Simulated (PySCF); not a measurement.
# CH6Ge2O: electronic excitations at several levels of theory

How much do the electronic excitations of CH6Ge2O (`O=[C]([GeH3])[GeH3]`) depend on the level of theory, and what does each level cost?

Computed with PySCF 2.14.0, with density-fitted response routines of our own, on a single molecule in the gas phase. Atoms are numbered from 0 throughout.

### Step 1. Starting geometry

10 atoms, charge 0, multiplicity 1; geometry from: PBE0-D3(BJ)/def2-SVP.

Bonds of the start (Å): O0–C1 1.20, C1–Ge2 2.02, C1–Ge3 2.02, Ge2–H4 1.53, Ge2–H5 1.54, Ge2–H6 1.54, Ge3–H7 1.54, Ge3–H8 1.54, Ge3–H9 1.53.

### Step 2. Ultraviolet spectrum: B3LYP/def2-SVPD

Job settings and geometry (Å):

```
{"job": {"kind": "uv", "xc": "B3LYP", "basis": "def2-SVPD", "ip": true}, "charge": 0, "multiplicity": 1}
O      0.219962     2.249687    -0.204284
C      0.162376     1.048432    -0.199867
Ge    -1.607330     0.113809    -0.483555
Ge     1.839598    -0.044621     0.086198
H     -2.713557     1.159454    -0.679618
H     -1.488832    -0.799262    -1.719006
H     -1.898334    -0.769065     0.745347
H      2.107001    -0.873069    -1.185120
H      1.608589    -1.017020     1.259529
H      3.014361     0.898117     0.378215
```

Method: TDDFT B3LYP/def2-SVPD, vertical, gas phase, core orbitals frozen in the response.

Command:

```sh
$ OMP_NUM_THREADS=1 python probes_run.py task.json out
```

The driver reads the jobs from task.json and runs them one after another.

The program printed:

```text
coarse grid: 40024 points
cycle   1  E = -4270.2570237517  dE = -9.853e-01  |g| = 9.061e-01  |ddm| = 3.373e+00
cycle   2  E = -4269.5350862763  dE =  7.219e-01  |g| = 2.060e+00  |ddm| = 3.041e+00
cycle   3  E = -4270.3792214260  dE = -8.441e-01  |g| = 2.923e-01  |ddm| = 2.655e+00
cycle   4  E = -4270.3917594422  dE = -1.254e-02  |g| = 7.164e-02  |ddm| = 2.493e-01
cycle   5  E = -4270.3923844137  dE = -6.250e-04  |g| = 1.573e-02  |ddm| = 6.634e-02
cycle   6  E = -4270.3924513204  dE = -6.691e-05  |g| = 6.444e-03  |ddm| = 3.292e-02
cycle   7  E = -4270.3924618777  dE = -1.056e-05  |g| = 1.210e-03  |ddm| = 7.541e-03
cycle   8  E = -4270.3924622116  dE = -3.339e-07  |g| = 2.632e-04  |ddm| = 2.412e-03
final grid: 80728 points
cycle   9  E = -4270.3924028323  dE = -5.907e-09  |g| = 5.130e-04  |ddm| = 3.345e-03
cycle  10  E = -4270.3924025952  dE =  2.370e-07  |g| = 1.208e-03  |ddm| = 1.311e-03
cycle  11  E = -4270.3924028919  dE = -2.966e-07  |g| = 7.009e-05  |ddm| = 8.721e-04
cycle  12  E = -4270.3924028934  dE = -1.563e-09  |g| = 1.419e-05  |ddm| = 1.180e-04
cycle  13  E = -4270.3924028935  dE = -7.458e-11  |g| = 2.817e-06  |ddm| = 2.859e-05
converged SCF energy = -4270.3924028935

Static polarisability (au): isotropic 86.123, principal 67.141 81.591 109.638

Singlet excitations
state   eV       nm        f      main configurations
  1   2.7255    454.9   0.00000   H->L 0.99
  2   5.2179    237.6   0.00426   H->L+1 0.49, H->L+2 0.49
  3   5.4584    227.1   0.29826   H->L+1 0.41, H->L+2 0.30, H->L+3 0.27
  4   5.5062    225.2   0.12829   H->L+3 0.71, H->L+2 0.19, H->L+1 0.09
  5   6.1801    200.6   0.00161   H->L+4 0.86
  6   6.3552    195.1   0.00224   H->L+6 0.56, H->L+5 0.42
  7   6.4608    191.9   0.00009   H-1->L 0.97
  8   6.4920    191.0   0.00036   H->L+7 0.96
  9   6.5455    189.4   0.02440   H->L+5 0.41, H->L+6 0.32, H-3->L 0.20
 10   6.7653    183.3   0.13248   H-2->L 0.97

Triplet excitations (Tamm-Dancoff, eV): 2.1407 4.8247 5.1103 5.2835
Vertical ionisation energy (delta-SCF) = 8.4972 eV
Vertical electron affinity (delta-SCF) = 0.0528 eV
```

It took 48 s on 1 thread of Arm Neoverse V1, shared host; peak memory 0.76 GiB.

The orbitals next to the gap, with their largest atomic shares:

```
orbital     eV                        atoms
 HOMO−3  -9.70  Ge2 20 %, Ge3 19 %, H5 13 %
 HOMO−2  -9.60  Ge3 22 %, Ge2 21 %, H7 15 %
 HOMO−1  -9.52  Ge3 22 %, Ge2 22 %, H9 18 %
   HOMO  -6.36   O0 41 %, C1 21 %, Ge3 13 %
   LUMO  -2.05    C1 40 %, O0 34 %, Ge3 8 %
 LUMO+1  -0.33   Ge3 25 %, Ge2 25 %, H4 8 %
 LUMO+2  -0.20  Ge2 24 %, Ge3 24 %, C1 14 %
```

With each of the 10 states as a Gaussian band of 0.4 eV half-width at 1/e, the curve within the window shown has maxima at 226 nm (ε 17,000), 184 nm (ε 6,200) L/(mol cm). Beyond the last state computed it falls off for lack of states. The curve at chosen wavelengths:

(nm, ε (L/mol/cm)): (175, 3246), (191, 4297), (208, 4534), (224, 17054), (240, 9388), (256, 1433), (273, 81), (289, 3), (305, 0), (322, 0), (338, 0), (354, 0), (370, 0), (387, 0), (403, 0), (419, 0), (435, 0), (452, 0), (468, 0), (484, 0), (501, 0), (517, 0), (533, 0), (549, 0), (566, 0), (582, 0)

Further results of this job:

```
           property  computed
  dipole moment (D)      1.83
polarisability (Å³)     12.76
 HOMO–LUMO gap (eV)      4.31
      −ε(HOMO) (eV)      6.36
```

### Step 3. Ultraviolet spectrum: PBE0/def2-SVPD

Same as in step 2 but for these lines:

```diff
@@ -1,2 +1,2 @@
-{"job": {"kind": "uv", "xc": "B3LYP", "basis": "def2-SVPD", "ip": true}, "charge": 0, "multiplicity": 1}
+{"job": {"kind": "uv", "xc": "PBE0", "basis": "def2-SVPD", "ip": true}, "charge": 0, "multiplicity": 1}
 O      0.219962     2.249687    -0.204284
```

Level: TDDFT PBE0/def2-SVPD, vertical, gas phase, core orbitals frozen in the response.

The program printed:

```text
coarse grid: 40024 points
cycle   1  E = -4269.5211738433  dE = -1.014e+00  |g| = 8.308e-01  |ddm| = 3.370e+00
cycle   2  E = -4268.9985519008  dE =  5.226e-01  |g| = 1.795e+00  |ddm| = 2.475e+00
cycle   3  E = -4269.6331822794  dE = -6.346e-01  |g| = 2.192e-01  |ddm| = 2.056e+00
cycle   4  E = -4269.6398354245  dE = -6.653e-03  |g| = 5.689e-02  |ddm| = 1.870e-01
cycle   5  E = -4269.6402446134  dE = -4.092e-04  |g| = 1.044e-02  |ddm| = 5.030e-02
cycle   6  E = -4269.6402717909  dE = -2.718e-05  |g| = 4.308e-03  |ddm| = 2.248e-02
cycle   7  E = -4269.6402765250  dE = -4.734e-06  |g| = 8.770e-04  |ddm| = 5.150e-03
final grid: 80728 points
cycle   8  E = -4269.6402384428  dE =  1.782e-07  |g| = 1.435e-03  |ddm| = 4.595e-03
cycle   9  E = -4269.6402372605  dE =  1.182e-06  |g| = 2.862e-03  |ddm| = 3.942e-03
cycle  10  E = -4269.6402388444  dE = -1.584e-06  |g| = 2.673e-04  |ddm| = 2.539e-03
cycle  11  E = -4269.6402388626  dE = -1.820e-08  |g| = 2.613e-05  |ddm| = 3.281e-04
cycle  12  E = -4269.6402388628  dE = -2.037e-10  |g| = 8.584e-06  |ddm| = 4.193e-05
converged SCF energy = -4269.6402388628

Static polarisability (au): isotropic 84.822, principal 66.517 80.525 107.425

Singlet excitations
state   eV       nm        f      main configurations
  1   2.7226    455.4   0.00000   H->L 0.99
  2   5.4182    228.8   0.00861   H->L+2 0.61, H->L+1 0.34
  3   5.6241    220.5   0.01932   H->L+3 0.88, H->L+1 0.12
  4   5.6775    218.4   0.41583   H->L+1 0.53, H->L+2 0.37
  5   6.4371    192.6   0.00060   H->L+4 0.83, H->L+6 0.09
  6   6.5306    189.9   0.00260   H->L+5 0.81, H->L+6 0.17
  7   6.6405    186.7   0.00008   H-1->L 0.96
  8   6.6744    185.8   0.00019   H->L+7 0.97
  9   6.7452    183.8   0.01946   H->L+6 0.58, H-3->L 0.24, H->L+5 0.11
 10   6.9515    178.4   0.03851   H-4->L 0.75, H-2->L 0.22

Triplet excitations (Tamm-Dancoff, eV): 2.0817 4.9248 5.3336 5.3880
Vertical ionisation energy (delta-SCF) = 8.4557 eV
Vertical electron affinity (delta-SCF) = 0.0341 eV
```

Wall time 46 s (1 thread of Arm Neoverse V1, shared host); peak memory 0.76 GiB.

This run: HOMO -6.54 eV, LUMO -1.80 eV; lowest singlet 2.72 eV.

### Step 4. Excited states and response: BHandHLYP/def2-SVPD

Same as in step 3 but for these lines:

```diff
@@ -1,2 +1,2 @@
-{"job": {"kind": "uv", "xc": "PBE0", "basis": "def2-SVPD", "ip": true}, "charge": 0, "multiplicity": 1}
+{"job": {"kind": "uv", "xc": "BHandHLYP", "basis": "def2-SVPD", "ip": true}, "charge": 0, "multiplicity": 1}
 O      0.219962     2.249687    -0.204284
```

Method: TDDFT BHandHLYP/def2-SVPD, vertical, gas phase, core orbitals frozen in the response.

The program printed:

```text
coarse grid: 40024 points
cycle   1  E = -4270.0629834993  dE = -1.052e+00  |g| = 7.762e-01  |ddm| = 3.275e+00
cycle   2  E = -4269.8653112654  dE =  1.977e-01  |g| = 1.292e+00  |ddm| = 1.660e+00
cycle   3  E = -4270.1817097623  dE = -3.164e-01  |g| = 1.022e-01  |ddm| = 1.151e+00
cycle   4  E = -4270.1830944076  dE = -1.385e-03  |g| = 4.480e-02  |ddm| = 1.238e-01
cycle   5  E = -4270.1833925666  dE = -2.982e-04  |g| = 5.358e-03  |ddm| = 5.562e-02
cycle   6  E = -4270.1834053528  dE = -1.279e-05  |g| = 2.191e-03  |ddm| = 1.805e-02
cycle   7  E = -4270.1834069677  dE = -1.615e-06  |g| = 8.856e-04  |ddm| = 4.945e-03
final grid: 80728 points
cycle   8  E = -4270.1833684347  dE = -7.057e-08  |g| = 9.272e-04  |ddm| = 3.297e-03
cycle   9  E = -4270.1833683590  dE =  7.566e-08  |g| = 1.186e-03  |ddm| = 2.092e-03
cycle  10  E = -4270.1833686426  dE = -2.835e-07  |g| = 1.475e-04  |ddm| = 1.184e-03
cycle  11  E = -4270.1833686484  dE = -5.781e-09  |g| = 4.587e-05  |ddm| = 1.771e-04
cycle  12  E = -4270.1833686491  dE = -6.976e-10  |g| = 9.047e-06  |ddm| = 1.052e-04
converged SCF energy = -4270.1833686491

Static polarisability (au): isotropic 81.349, principal 64.867 78.060 101.122

Singlet excitations
state   eV       nm        f      main configurations
  1   2.7918    444.1   0.00000   H->L 0.96
  2   5.9062    209.9   0.02685   H->L+2 0.53, H->L+1 0.32, H->L+3 0.13
  3   6.1852    200.5   0.03062   H->L+3 0.83, H->L+2 0.12
  4   6.2334    198.9   0.47804   H->L+1 0.65, H->L+2 0.31
  5   7.0902    174.9   0.00211   H->L+4 0.76, H->L+5 0.18
  6   7.1246    174.0   0.00281   H->L+6 0.96
  7   7.2457    171.1   0.00039   H->L+7 0.94
  8   7.4262    167.0   0.05461   H->L+5 0.75, H->L+4 0.12
  9   7.6806    161.4   0.00007   H-1->L 0.81, H-7->L 0.15
 10   7.9528    155.9   0.00766   H-4->L 0.75, H-6->L 0.18

Triplet excitations (Tamm-Dancoff, eV): 2.1832 5.3844 5.5722 5.8180
Vertical ionisation energy (delta-SCF) = 8.4471 eV
```

Wall time 35 s (1 thread of Arm Neoverse V1, shared host); peak memory 0.76 GiB.

In short: HOMO -7.69 eV, LUMO -0.57 eV; lowest singlet 2.79 eV.

### Step 5. TDDFT and polarisability: CAM-B3LYP/def2-SVPD

Same as in step 4 but for these lines:

```diff
@@ -1,2 +1,2 @@
-{"job": {"kind": "uv", "xc": "BHandHLYP", "basis": "def2-SVPD", "ip": true}, "charge": 0, "multiplicity": 1}
+{"job": {"kind": "uv", "xc": "CAM-B3LYP", "basis": "def2-SVPD", "ip": true}, "charge": 0, "multiplicity": 1}
 O      0.219962     2.249687    -0.204284
```

Method: TDDFT CAM-B3LYP/def2-SVPD, vertical, gas phase, core orbitals frozen in the response.

The program printed:

```text
coarse grid: 40024 points
cycle   1  E = -4270.3403306692  dE = -1.043e+00  |g| = 8.986e-01  |ddm| = 3.307e+00
cycle   2  E = -4270.0346035477  dE =  3.057e-01  |g| = 1.569e+00  |ddm| = 1.918e+00
cycle   3  E = -4270.4805317989  dE = -4.459e-01  |g| = 1.645e-01  |ddm| = 1.376e+00
cycle   4  E = -4270.4839078148  dE = -3.376e-03  |g| = 5.241e-02  |ddm| = 1.505e-01
cycle   5  E = -4270.4843217280  dE = -4.139e-04  |g| = 6.670e-03  |ddm| = 6.006e-02
cycle   6  E = -4270.4843376739  dE = -1.595e-05  |g| = 2.643e-03  |ddm| = 2.148e-02
cycle   7  E = -4270.4843398820  dE = -2.208e-06  |g| = 8.897e-04  |ddm| = 5.155e-03
final grid: 80728 points
cycle   8  E = -4270.4842849497  dE = -1.183e-07  |g| = 9.641e-04  |ddm| = 3.727e-03
cycle   9  E = -4270.4842848539  dE =  9.584e-08  |g| = 1.266e-03  |ddm| = 2.013e-03
cycle  10  E = -4270.4842851731  dE = -3.192e-07  |g| = 1.898e-04  |ddm| = 1.253e-03
cycle  11  E = -4270.4842851819  dE = -8.773e-09  |g| = 4.775e-05  |ddm| = 2.094e-04
cycle  12  E = -4270.4842851827  dE = -8.240e-10  |g| = 1.382e-05  |ddm| = 1.347e-04
converged SCF energy = -4270.4842851827

Static polarisability (au): isotropic 83.581, principal 66.363 80.059 104.321

Singlet excitations
state   eV       nm        f      main configurations
  1   2.7352    453.3   0.00000   H->L 0.97
  2   5.6081    221.1   0.01211   H->L+2 0.54, H->L+1 0.33, H->L+3 0.11
  3   5.9141    209.6   0.03340   H->L+3 0.74, H->L+1 0.23
  4   5.9805    207.3   0.45088   H->L+1 0.42, H->L+2 0.42, H->L+3 0.12
  5   6.8169    181.9   0.00098   H->L+4 0.48, H->L+5 0.24, H->L+6 0.24
  6   6.8265    181.6   0.00181   H->L+6 0.72, H->L+4 0.20
  7   6.9373    178.7   0.00023   H->L+7 0.94
  8   7.1771    172.7   0.05111   H->L+5 0.64, H->L+4 0.19, H-3->L 0.12
  9   7.2749    170.4   0.00004   H-1->L 0.90
 10   7.6044    163.0   0.00758   H-4->L 0.89

Triplet excitations (Tamm-Dancoff, eV): 2.1385 5.1712 5.5441 5.6977
Vertical ionisation energy (delta-SCF) = 8.5427 eV
Vertical electron affinity (delta-SCF) = -0.0167 eV
```

Run time: 58 s. Hardware: 1 thread of Arm Neoverse V1, shared host; peak memory 0.85 GiB.

This run: HOMO -7.81 eV, LUMO -0.55 eV; lowest singlet 2.74 eV.

### Step 6. TDDFT and polarisability: wB97X-D/def2-SVPD

Same as in step 5 but for these lines:

```diff
@@ -1,2 +1,2 @@
-{"job": {"kind": "uv", "xc": "CAM-B3LYP", "basis": "def2-SVPD", "ip": true}, "charge": 0, "multiplicity": 1}
+{"job": {"kind": "uv", "xc": "wB97X-D", "basis": "def2-SVPD", "ip": true}, "charge": 0, "multiplicity": 1}
 O      0.219962     2.249687    -0.204284
```

With the program's defaults for keys left out, this is: TDDFT wB97X-D/def2-SVPD, vertical, gas phase, core orbitals frozen in the response.

The program printed:

```text
coarse grid: 40024 points
cycle   1  E = -4270.2395635774  dE = -1.081e+00  |g| = 8.768e-01  |ddm| = 3.300e+00
cycle   2  E = -4270.0177096293  dE =  2.219e-01  |g| = 1.426e+00  |ddm| = 1.785e+00
cycle   3  E = -4270.3837947891  dE = -3.661e-01  |g| = 1.207e-01  |ddm| = 1.182e+00
cycle   4  E = -4270.3855544801  dE = -1.760e-03  |g| = 5.128e-02  |ddm| = 1.459e-01
cycle   5  E = -4270.3859732488  dE = -4.188e-04  |g| = 6.750e-03  |ddm| = 6.839e-02
cycle   6  E = -4270.3859968262  dE = -2.358e-05  |g| = 2.063e-03  |ddm| = 2.769e-02
cycle   7  E = -4270.3859990707  dE = -2.245e-06  |g| = 7.677e-04  |ddm| = 7.550e-03
final grid: 80728 points
cycle   8  E = -4270.3854080719  dE = -8.198e-07  |g| = 6.711e-04  |ddm| = 5.013e-03
cycle   9  E = -4270.3854081336  dE = -6.164e-08  |g| = 5.518e-04  |ddm| = 1.649e-03
cycle  10  E = -4270.3854082127  dE = -7.908e-08  |g| = 6.842e-05  |ddm| = 7.028e-04
cycle  11  E = -4270.3854082144  dE = -1.730e-09  |g| = 6.627e-05  |ddm| = 1.387e-04
cycle  12  E = -4270.3854082154  dE = -1.042e-09  |g| = 1.217e-05  |ddm| = 9.210e-05
cycle  13  E = -4270.3854082155  dE = -9.641e-11  |g| = 6.777e-06  |ddm| = 2.815e-05
converged SCF energy = -4270.3854082155

Static polarisability (au): isotropic 83.305, principal 66.353 79.835 103.727

Singlet excitations
state   eV       nm        f      main configurations
  1   2.7158    456.5   0.00000   H->L 0.98
  2   5.7463    215.8   0.04515   H->L+2 0.63, H->L+3 0.23, H->L+1 0.12
  3   5.9441    208.6   0.00742   H->L+3 0.74, H->L+2 0.16
  4   6.1174    202.7   0.45513   H->L+1 0.77, H->L+2 0.17
  5   6.9278    179.0   0.00247   H->L+6 0.93
  6   7.0132    176.8   0.00068   H->L+4 0.55, H->L+5 0.36
  7   7.0983    174.7   0.00021   H->L+7 0.92
  8   7.1939    172.3   0.00010   H-1->L 0.91
  9   7.3122    169.6   0.02474   H->L+5 0.47, H-3->L 0.26, H->L+4 0.20
 10   7.5220    164.8   0.00775   H-4->L 0.91

Triplet excitations (Tamm-Dancoff, eV): 2.1515 5.3134 5.6870 5.8272
Vertical ionisation energy (delta-SCF) = 8.4890 eV
```

Run time: 40 s. Hardware: 1 thread of Arm Neoverse V1, shared host; peak memory 0.8 GiB.

This run: HOMO -8.29 eV, LUMO 0.08 eV; lowest singlet 2.72 eV.

### Step 7. Excited states and response: LC-wPBE/def2-SVPD

Same as in step 6 but for these lines:

```diff
@@ -1,2 +1,2 @@
-{"job": {"kind": "uv", "xc": "wB97X-D", "basis": "def2-SVPD", "ip": true}, "charge": 0, "multiplicity": 1}
+{"job": {"kind": "uv", "xc": "LC-wPBE", "basis": "def2-SVPD", "ip": true}, "charge": 0, "multiplicity": 1}
 O      0.219962     2.249687    -0.204284
```

Level: TDDFT LC-wPBE/def2-SVPD, vertical, gas phase, core orbitals frozen in the response.

The program printed:

```text
coarse grid: 40024 points
cycle   1  E = -4269.5138480268  dE = -1.100e+00  |g| = 9.470e-01  |ddm| = 3.325e+00
cycle   2  E = -4269.3727279035  dE =  1.411e-01  |g| = 1.346e+00  |ddm| = 1.669e+00
cycle   3  E = -4269.6774685480  dE = -3.047e-01  |g| = 1.223e-01  |ddm| = 1.067e+00
cycle   4  E = -4269.6795872405  dE = -2.119e-03  |g| = 5.458e-02  |ddm| = 1.540e-01
cycle   5  E = -4269.6801549724  dE = -5.677e-04  |g| = 6.926e-03  |ddm| = 9.499e-02
cycle   6  E = -4269.6801915475  dE = -3.658e-05  |g| = 2.511e-03  |ddm| = 3.602e-02
cycle   7  E = -4269.6801953747  dE = -3.827e-06  |g| = 1.007e-03  |ddm| = 9.309e-03
final grid: 80728 points
cycle   8  E = -4269.6801417675  dE = -4.486e-07  |g| = 1.034e-03  |ddm| = 3.423e-03
cycle   9  E = -4269.6801418614  dE = -9.389e-08  |g| = 1.121e-03  |ddm| = 1.746e-03
cycle  10  E = -4269.6801420782  dE = -2.168e-07  |g| = 1.585e-04  |ddm| = 9.910e-04
cycle  11  E = -4269.6801420867  dE = -8.531e-09  |g| = 7.779e-05  |ddm| = 2.491e-04
cycle  12  E = -4269.6801420896  dE = -2.836e-09  |g| = 2.267e-05  |ddm| = 2.740e-04
cycle  13  E = -4269.6801420897  dE = -1.019e-10  |g| = 1.655e-06  |ddm| = 3.245e-05
converged SCF energy = -4269.6801420897

Static polarisability (au): isotropic 80.506, principal 64.826 77.814 98.877

Singlet excitations
state   eV       nm        f      main configurations
  1   2.7305    454.1   0.00000   H->L 0.96
  2   6.0742    204.1   0.06825   H->L+2 0.62, H->L+4 0.22, H->L+1 0.09
  3   6.4375    192.6   0.10359   H->L+4 0.68, H->L+2 0.24
  4   6.5861    188.3   0.38143   H->L+1 0.83
  5   7.3489    168.7   0.00366   H->L+6 0.92
  6   7.4893    165.5   0.00049   H->L+7 0.78, H->L+5 0.09
  7   7.5781    163.6   0.00330   H->L+3 0.44, H->L+5 0.40, H->L+7 0.09
  8   7.8376    158.2   0.05585   H->L+5 0.40, H->L+3 0.33, H-3->L 0.13
  9   7.8771    157.4   0.00005   H-1->L 0.68, H-7->L 0.24
 10   8.1541    152.1   0.00598   H-4->L 0.61, H-5->L 0.30

Triplet excitations (Tamm-Dancoff, eV): 2.0735 5.4939 5.8289 5.9938
Vertical ionisation energy (delta-SCF) = 8.5840 eV
```

It took 54 s on 1 thread of Arm Neoverse V1, shared host; peak memory 0.75 GiB.

This run: HOMO -9.00 eV, LUMO 0.68 eV; lowest singlet 2.73 eV.

### Step 8. Excited states and response: PBE0/6-31G*

Same as in step 7 but for these lines:

```diff
@@ -1,2 +1,2 @@
-{"job": {"kind": "uv", "xc": "LC-wPBE", "basis": "def2-SVPD", "ip": true}, "charge": 0, "multiplicity": 1}
+{"job": {"kind": "uv", "xc": "PBE0", "basis": "6-31G*"}, "charge": 0, "multiplicity": 1}
 O      0.219962     2.249687    -0.204284
```

With the program's defaults for keys left out, this is: TDDFT PBE0/6-31G*, vertical, gas phase, core orbitals frozen in the response.

The program printed:

```text
coarse grid: 40024 points
cycle   1  E = -4269.5372138050  dE = -9.725e-01  |g| = 8.406e-01  |ddm| = 3.014e+00
cycle   2  E = -4268.9949594325  dE =  5.423e-01  |g| = 1.820e+00  |ddm| = 1.943e+00
cycle   3  E = -4269.6546346316  dE = -6.597e-01  |g| = 2.015e-01  |ddm| = 1.533e+00
cycle   4  E = -4269.6599680569  dE = -5.333e-03  |g| = 6.512e-02  |ddm| = 1.302e-01
cycle   5  E = -4269.6605133609  dE = -5.453e-04  |g| = 1.161e-02  |ddm| = 4.202e-02
cycle   6  E = -4269.6605483842  dE = -3.502e-05  |g| = 4.384e-03  |ddm| = 1.793e-02
cycle   7  E = -4269.6605531006  dE = -4.716e-06  |g| = 9.602e-04  |ddm| = 3.844e-03
final grid: 80728 points
cycle   8  E = -4269.6605242590  dE =  2.785e-07  |g| = 1.625e-03  |ddm| = 2.398e-03
cycle   9  E = -4269.6605227031  dE =  1.556e-06  |g| = 3.269e-03  |ddm| = 3.328e-03
cycle  10  E = -4269.6605247624  dE = -2.059e-06  |g| = 2.681e-04  |ddm| = 2.250e-03
cycle  11  E = -4269.6605247798  dE = -1.740e-08  |g| = 2.192e-05  |ddm| = 2.498e-04
cycle  12  E = -4269.6605247800  dE = -1.510e-10  |g| = 8.095e-06  |ddm| = 3.159e-05
converged SCF energy = -4269.6605247800

Static polarisability (au): isotropic 69.807, principal 52.471 65.494 91.458

Singlet excitations
state   eV       nm        f      main configurations
  1   2.8210    439.5   0.00000   H->L 0.99
  2   5.6004    221.4   0.32399   H->L+1 0.97
  3   6.0453    205.1   0.00024   H->L+2 0.98
  4   6.8817    180.2   0.00046   H->L+4 0.97
  5   6.9148    179.3   0.02131   H->L+3 0.85, H-3->L 0.13
  6   6.9541    178.3   0.00004   H-1->L 0.96
  7   7.0042    177.0   0.14349   H->L+5 0.91
  8   7.2782    170.4   0.01296   H-4->L 0.95
  9   7.3234    169.3   0.18497   H-2->L 0.91
 10   7.3774    168.1   0.04078   H-3->L 0.58, H->L+6 0.36

Triplet excitations (Tamm-Dancoff, eV): 2.1570 4.8650 5.6736 5.7544
```

Run time: 10 s. Hardware: 1 thread of Arm Neoverse V1, shared host; peak memory 0.56 GiB.

This run: HOMO -6.28 eV, LUMO -1.39 eV; lowest singlet 2.82 eV.

[end of part 1 of 2]
